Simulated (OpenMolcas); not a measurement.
# Cu³⁺ among point charges: CASSCF and CASPT2 levels and susceptibility

How does a field of 4 point charges split the states of Cu³⁺, and what χT follows?

The numbers are computed with OpenMolcas 26.06 (state-averaged CASSCF and CASPT2, spin-orbit coupling by RASSI with atomic mean-field integrals), except any that are marked as measured or tabulated.

## (1) The system

| Property | Result |
| --- | --- |
| Species | Cu³⁺ (copper, Z = 29, 26 electrons) |
| Basis | ANO-RCC-VDZP [5s4p2d1f], 34 functions |
| Scalar Hamiltonian | DKH2, point nucleus |
| Inactive shells | 1s 2s 2p 3s 3p |
| Active space | 8 electrons in 5 orbitals (3d) |
| Some configurations of this space | 3d8 |
| Orbitals | optimised for each spin and parity, averaged over all roots |

The outer shells:

3d8
```
3d [↑↓][↑↓][↑↓][↑ ][↑ ]
```

The ion sits among 4 point charges of -3 e arranged as a tetrahedron (Td), 1.89 Å from the ion.

The work runs as a chain of OpenMolcas steps in one folder; each step below is one input file. Labels, J, g values, rates, χT and fits are worked out afterwards by a script from the matrices that RASSI stores.

## (2) GATEWAY and SEWARD: basis and integrals

a.inp reads:

```
&GATEWAY
Coord
1

Cu 0.0 0.0 0.0
Basis=ANO-RCC-VDZP
Group=NoSym
NoMove
AngMom=0.0 0.0 0.0
AMFI
XField
4 Angstrom 0
1.091192 1.091192 1.091192 -3.000000
1.091192 -1.091192 -1.091192 -3.000000
-1.091192 1.091192 -1.091192 -3.000000
-1.091192 -1.091192 1.091192 -3.000000
&SEWARD
```

Run with:

```console
OMP_NUM_THREADS=1 MOLCAS_MEM=1689 MOLCAS_PROJECT=a pymolcas a.inp > a.log
```

The program printed:

```text
Basis set label: CU.ANO-RCC...5S4P2D1F.

      Electronic valence basis set:
      ------------------
      Associated Effective Charge  29.000000 au
      Associated Actual Charge     29.000000 au
      Nuclear Model: Point charge

      Shell  nPrim  nBasis  Cartesian Spherical Contaminant
         s      21       5        X
         p      15       4        X
         d      10       2                 X
         f       6       1                 X
                  Relativistic Douglas-Kroll-Hess integrals:
                    - DKH order of Hamiltonian: 2
                    - DKH order of Properties : 0
                  Atomic mean-field integrals
```

## (3) Reference wave functions, triplets, 10 roots

a.inp reads:

```
&RASSCF
FileOrb=start.orb
Symmetry=1
Spin=3
nActEl=8 0 0
Inactive=9
Ras2=5
CIRoot=10 10 1
SDav=10
CIMx=300
Iter=120 100
PrWF=0.3
OrbListing=Nothing
MaxOrb=0
>>> COPY $Project.JobIph JOB001
```

start.orb holds the contracted functions of the basis, ordered by shell, or the orbitals of the step before.

The program printed, shortened:

```text
[...]
      Number of active orbitals                  5
[...]
      Spin quantum number                      1.0
[...]
      Active orbitals                            5
[...]
      Number of CSFs                            10
      Number of root(s) required                10
[...]
      Convergence after 10 iterations
[...]
      Natural orbitals and occupation numbers for root  1
      sym 1:   2.000000   1.040226   1.040226   1.959774   1.959774
      Natural orbitals and occupation numbers for root  2
      sym 1:   1.017154   1.017154   2.000000   1.982846   1.982846
      Natural orbitals and occupation numbers for root  3
      sym 1:   2.000000   1.089034   1.910966   1.089034   1.910966
::    RASSCF root number  1 Total energy:  -1661.01202453
::    RASSCF root number  2 Total energy:  -1661.01202453
::    RASSCF root number  3 Total energy:  -1661.01202453
[...]
::    RASSCF root number  7 Total energy:  -1660.99694965
::    RASSCF root number  8 Total energy:  -1660.90707156
::    RASSCF root number  9 Total energy:  -1660.90707156
::    RASSCF root number 10 Total energy:  -1660.90707156
```

## (4) Reference wave functions, singlets, 15 roots

a.inp reads:

```
&RASSCF
FileOrb=start.orb
Symmetry=1
Spin=1
nActEl=8 0 0
Inactive=9
Ras2=5
CIRoot=15 15 1
SDav=15
CIMx=300
Iter=120 100
PrWF=0.3
OrbListing=Nothing
MaxOrb=0
>>> COPY $Project.JobIph JOB002
```

Run with:

```console
OMP_NUM_THREADS=1 MOLCAS_MEM=1689 MOLCAS_PROJECT=a pymolcas a.inp > a.log
```

The program printed, shortened:

```text
[...]
      Number of active orbitals                  5
[...]
      Spin quantum number                      0.0
[...]
      Active orbitals                            5
[...]
      Number of CSFs                            15
      Number of root(s) required                15
[...]
      Convergence after  7 iterations
[...]
      Natural orbitals and occupation numbers for root  1
      sym 1:   1.351309   1.710018   1.409197   1.989410   1.540066
      Natural orbitals and occupation numbers for root  2
      sym 1:   1.374623   1.635495   1.999676   1.385054   1.605152
      Natural orbitals and occupation numbers for root  3
      sym 1:   1.578465   1.430842   1.528315   1.462640   1.999739
::    RASSCF root number  1 Total energy:  -1660.92643360
::    RASSCF root number  2 Total energy:  -1660.92643360
::    RASSCF root number  3 Total energy:  -1660.92643360
[...]
::    RASSCF root number 12 Total energy:  -1660.87627528
::    RASSCF root number 13 Total energy:  -1660.87627528
::    RASSCF root number 14 Total energy:  -1660.87514588
::    RASSCF root number 15 Total energy:  -1660.68855923
```

## (5) State interaction with spin-orbit coupling

a.inp reads:

```
&RASSI
NrOfJobIphs=2 10 15
1 2 3 4 5 6 7 8 9 10
1 2 3 4 5 6 7 8 9 10 11 12 13 14 15
IphNames
JOB001
JOB002
EJob
SpinOrbit
DIPRint=1.0
SOCoupling=1000.0
Subsets=2
Property=9
'ANGMOM' 1 'ANGMOM' 2 'ANGMOM' 3 'MLTPL  1' 1 'MLTPL  1' 2 'MLTPL  1' 3
'AMFI' 1 'AMFI' 2 'AMFI' 3
SOProperty=3
'ANGMOM' 1 'ANGMOM' 2 'ANGMOM' 3
```

The program printed, shortened:

```text
SPIN-FREE ENERGIES:
  (Shifted by EMIN (a.u.) =      -1661.0120245267)
 SF State       Relative EMIN(au)   Rel lowest level(eV)    D:o, cm**(-1)      L_eff
     1             0.0000000000        0.0000000000              0.0000         3.0
     2             0.0000000000        0.0000000000              0.0000         3.0
     3             0.0000000000        0.0000000000              0.0000         3.0
     4             0.0067561466        0.1838441142           1482.8028         3.0
     5             0.0067561466        0.1838441142           1482.8028         3.0
     6             0.0067561466        0.1838441142           1482.8028         3.0
     7             0.0150748807        0.4102084000           3308.5539         3.0
    11             0.0855909230        2.3290476642          18785.0363         2.0
    12             0.0855909230        2.3290476642          18785.0363         2.0
    13             0.0855909230        2.3290476642          18785.0363         2.0
[...]
Eigenvalues of complex Hamiltonian:
   -----------------------------------
  (Shifted by EMIN (a.u.) =      -1661.0120245267)
 SO State       Relative EMIN(au)   Rel lowest level(eV)    D:o, cm**(-1)     J-value
     1            -0.0065744393        0.0000000000              0.0000         3.2
     2            -0.0049849067        0.0432533877            348.8621         3.0
     3            -0.0049849067        0.0432533877            348.8621         3.1
     4            -0.0049849067        0.0432533877            348.8621         3.3
     5            -0.0030143118        0.0968760060            781.3577         3.4
     6            -0.0030143118        0.0968760060            781.3577         2.8
     7            -0.0000919556        0.1763973693           1422.7407         2.8
     8            -0.0000919556        0.1763973693           1422.7407         3.1
     9            -0.0000919556        0.1763973693           1422.7407         2.8
    10             0.0070867209        0.3717391068           2998.2781         2.4
    11             0.0070867209        0.3717391068           2998.2781         2.4
[...]
```

These steps: 4.5 s of run time, 1 thread, shared host.

States without spin-orbit coupling:

```tsv
state	degeneracy	E (cm-1)	free-ion L (%)
3T1	3	0	F (100)
3T2	3	1483	F (100)
3A2	1	3309	F (100)
1T2	3	18785	D (99)
1E	2	19500	D (97)
3T1	3	23035	P (100)
1T2	3	28879	G (99)
1T1	3	29745	G (100)
1E	2	29794	G (97)
1A1	1	30041	G (100)
1A1	1	70992	S (100)
```

With spin-orbit coupling:

```tsv
E (cm-1)	Degeneracy	Label	2S+1
0.0	1	A1	3
348.9	3	T1	3
781.4	2	E	3
1423	3	T2	3
2998	3	T2	3
3047	3	T1	3
3399	1	A2	3
3912	2	E	3
5469	3	T2	3
19936	3	T2	1
20511	2	E	1
24439	3	T2	3
24546	2	E	3
24948	3	T1	3
25306	1	A1	3
30356	3	T2	1
31217	3	T1	1
31275	2	E	1
31513	1	A1	1
72548	1	A1	1
```

Powder χT (cm³ K/mol): 0.03 at 2 K, 0.08 at 5 K, 0.16 at 10 K, 0.31 at 20 K, 0.78 at 50 K, 1.54 at 100 K, 2.15 at 150 K, 2.55 at 200 K, 2.82 at 250 K, 3.00 at 300 K.

A ligand-field fit to the states below 45000 cm-1 gives 10Dq = -1775 cm-1, B = 1458 cm-1 and C = 5402 cm-1 (C/B = 3.70), with a deviation of 34 cm-1.

Orbitals of the lowest block (energies include the constant potential of the surroundings):

```tsv
shell	space	energy (hartree)	mean occupation	⟨r²⟩ (bohr²)
1s	inactive	-330.8350	2.000	0.00362
2s	inactive	-40.0817	2.000	0.0646
2p	inactive	-34.2225	6.000	0.0521
3s	inactive	-3.5777	2.000	0.579
3p	inactive	-1.7602	6.000	0.642
3d	RAS2		8.000	1.01
```

## (6) CASPT2: IPEA 0.25, imaginary shift 0.1 (closed shells correlated: 3s 3p)

a.inp reads:

```
>>> COPY JOB001 $Project.JobIph
&CASPT2
Multistate=10 1 2 3 4 5 6 7 8 9 10
NoMult
Frozen=5
IPEA=0.25
Imaginary=0.1
MaxIter=60
WThr=0.0 0.3 0.05
PrWF=0.5
NoMix
>>> COPY JOB002 $Project.JobIph
&CASPT2
Multistate=15 1 2 3 4 5 6 7 8 9 10 11 12 13 14 15
NoMult
Frozen=5
IPEA=0.25
Imaginary=0.1
MaxIter=60
WThr=0.0 0.3 0.05
PrWF=0.5
NoMix
```

Run with:

```console
OMP_NUM_THREADS=1 MOLCAS_MEM=1689 MOLCAS_PROJECT=a pymolcas a.inp > a.log
```

The program printed, shortened:

```text
[...]
      Active orbitals                            5
[...]
      E2 (Variational):          -0.4200954437
      Total energy:           -1661.4321199704
[...]
::    CASPT2 Root  1     Total energy:  -1661.43211997
::    CASPT2 Root  2     Total energy:  -1661.43173513
[...]
::    CASPT2 Root 12     Total energy:  -1661.30801715
::    CASPT2 Root 13     Total energy:  -1661.30797418
::    CASPT2 Root 14     Total energy:  -1661.30761055
::    CASPT2 Root 15     Total energy:  -1661.15352883
```

This run: 1.9 s of run time, 1 thread, shared host.

SS-CASPT2: lowest energy less the reference's lowest, -0.4203 hartree; reference weights 0.941 to 0.950.

Spin-free states, with their symmetry labels:

```tsv
state	degeneracy	E (cm-1)	free-ion L (%)
3T1	3	0	F (100)
3T2	3	1630	F (100)
3A2	1	3852	F (100)
1T2	3	15056	D (99)
1E	2	15908	D (97)
3T1	3	20030	P (100)
1T2	3	26209	G (99)
1E	2	27281	G (97)
1A1	1	27365	G (100)
1T1	3	27631	G (100)
1A1	1	61182	S (100)
```

With spin-orbit coupling:

| E (cm-1) | Degeneracy | Label | 2S+1 |
| --- | --- | --- | --- |
| 0 | 1 | A1 | 3 |
| 370 | 3 | T1 | 3 |
| 840 | 2 | E | 3 |
| 1500 | 3 | T2 | 3 |
| 3160 | 3 | T2 | 3 |
| 3180 | 3 | T1 | 3 |
| 3550 | 1 | A2 | 3 |
| 3970 | 2 | E | 3 |
| 5880 | 3 | T2 | 3 |
| 16320 | 3 | T2 | 1 |
| 17020 | 2 | E | 1 |
| 21380 | 3 | T2 | 3 |
| 21480 | 2 | E | 3 |
| 21950 | 3 | T1 | 3 |
| 22280 | 1 | A1 | 3 |
| 27690 | 3 | T2 | 1 |
| 28770 | 2 | E | 1 |
| 28840 | 1 | A1 | 1 |
| 29110 | 3 | T1 | 1 |
| 62760 | 1 | A1 | 1 |

Powder χT (cm³ K/mol): 0.03 at 2 K, 0.07 at 5 K, 0.15 at 10 K, 0.30 at 20 K, 0.74 at 50 K, 1.46 at 100 K, 2.05 at 150 K, 2.46 at 200 K, 2.74 at 250 K, 2.92 at 300 K.

A ligand-field fit to the states below 45000 cm-1 gives 10Dq = -2821 cm-1, B = 1322 cm-1 and C = 4706 cm-1 (C/B = 3.56), with a deviation of 756 cm-1.

## (7) The methods side by side

A. CASSCF
B. SS-CASPT2, IPEA 0.25, imaginary shift 0.1 (closed shells correlated: 3s 3p)

```tsv
method	ground state	first state of that spin (cm-1)	first gap with spin-orbit (cm-1)	χT at 300 K
A	3T1	3T2 1483	348.9	3.00
B	3T1	3T2 1630	368.8	2.92
```

## (8) Results

| quantity | value |
| --- | --- |
| method | SS-CASPT2, IPEA 0.25, imaginary shift 0.1 (closed shells correlated: 3s 3p) |
| spin-free ground state | 3T1, 3-fold in its orbital part |
| first state of the same spin within the active space | 3T2 at 1630 cm⁻¹ |
| lowest level | 1-fold A1 |
| next level | 368.8 cm⁻¹ |
| χT at 300 K | 2.92 cm³ K/mol |
| effective moment at 300 K | 4.83 μB |

Cost by method:

```tsv
method	time of its own steps	time with the reference
A. CASSCF	4.5 s	4.5 s
B. SS-CASPT2, IPEA 0.25, imaginary shift 0.1, +3s 3p	1.9 s	6.4 s
```

Times are of one thread on a shared host.

The spin-free ground state (3T1) comes to 100 % from free-ion F terms and keeps the highest spin of the shell. χT at 300 K is 2.92, against 1.00 cm³ K/mol for the spin alone, so orbital moment adds to it. A ligand-field fit to the states below 45000 cm-1 gives 10Dq = -2821 cm-1, B = 1322 cm-1 and C = 4706 cm-1 (C/B = 3.56), with a deviation of 756 cm-1. CASPT2 does not keep the components of a term degenerate, and the means are used. The field of point charges can differ much from that of real complexes. This is an electrostatic model: the charges have no orbitals.
